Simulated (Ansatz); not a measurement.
# CaHf4: a closer look at a trial structure

The task, for CaHf4: see whether it has a gap, which orbitals make up the states near it and how charge is shared.

Computed with Ansatz 0.2.0 (DFT PBE, scalar-relativistic, plane waves, PAW, unless a step's input says otherwise).

1 further run of the same task is left out (set aside as unsound or not needed). Runs told in other sessions of the task aren't counted.

### Step 1. The starting structure

Symmetry: P6/mmm, No. 191, hexagonal system. The conventional cell has a = 5.924 Å, b = 5.924 Å, c = 5.178 Å, α = 90.00°, β = 90.00°, γ = 120.00°. Ca (site symmetry 6/mmm) is surrounded by 8 Hf at 2.59 to 2.96 Å. Around Hf (site symmetry mmm) lie 4 Hf at 2.96 Å and 2 Ca at 2.96 Å. Hf (site symmetry 6/mmm) is surrounded by 2 Ca at 2.59 Å.

Coordinates:

```xyz
5
Lattice="5.9241 0.0000 0.0000 -2.9621 5.1304 0.0000 0.0000 0.0000 5.1784" Properties=species:S:1:pos:R:3 pbc="T T T"
Ca    0.0000    0.0000    2.5892
Hf    2.9621    0.0000    2.5892
Hf   -1.4810    2.5652    2.5892
Hf    1.4810    2.5652    2.5892
Hf    0.0000    0.0000    0.0000
```

The cell was relaxed beforehand at this level, from a generated guess; it is a trial structure. At a tolerance of 0.05 Å it has space group P6/mmm (No. 191); it has 31.48 Å³/atom, an uncorrected energy of +1.84 eV/atom over the elements.

### Step 2. Bands, states and charges

Input file input.yaml:

```yaml
crystal:
  lattice:
    - [5.924117958, 0.0, 0.0]
    - [-2.962058979, 5.1304366466, 0.0]
    - [0.0, 0.0, 5.1784270355]
  atoms:
    - { symbol: Ca, position: [0.0, 0.0, 0.5] }
    - { symbol: Hf, position: [0.5, 0.0, 0.5] }
    - { symbol: Hf, position: [0.0, 0.5, 0.5] }
    - { symbol: Hf, position: [0.5, 0.5, 0.5] }
    - { symbol: Hf, position: [0.0, 0.0, 0.0] }
basis:
  ecutwfc: 420
kpoints:
  mp_grid: { grid: [6, 6, 8] }
  band_path:
    path:
      - [[0.0, 0.0, 0.0], [0.5, 0.0, 0.0], [0.33333333, 0.33333333, 0.0], [0.0, 0.0, 0.0], [0.0, 0.0, 0.5], [0.5, 0.0, 0.5], [0.33333333, 0.33333333, 0.5], [0.0, 0.0, 0.5]]
      - [[0.5, 0.0, 0.5], [0.5, 0.0, 0.0]]
      - [[0.33333333, 0.33333333, 0.5], [0.33333333, 0.33333333, 0.0]]
    npoints: 14
hamiltonian:
  xc: pbe
scf:
  occupations: { method: gaussian, width: 0.1 }
  n_extra_bands: 12
output:
  forces: true
  stress: true
  eigenvalues: true
  populations: true
  dos: { projected: true, de: 0.02, nscf_kmesh: { grid: [8, 8, 10] } }
  bader: true
  write_density: true
  write_potential: true
  elf: true
  volumetric_format: npy
```

Run with:

```console
$ ansatz run input.yaml --threads 1 --pin off --max-ram 2560MiB --backend cpu --events-out ev --progress --plain --runs-dir out
```

**Question.** What will these runs give? Wanted: gap; states at the Fermi level; Bader charges.

As calculated:

```
                 quantity                          value
                      gap                   none (metal)
states at the Fermi level           7.72 per eV per cell
            Bader charges  Ca +0.34, Hf -0.12 to +0.04 e
```

In words: Bands cross the Fermi level: a metal at this level of theory. Of the projected weight within 0.25 eV of the Fermi level, the largest part is Hf 5d (91 %). Bader charges go up to 0.3 e. These runs have no spin-orbit coupling; with Hf it would split and shift bands.
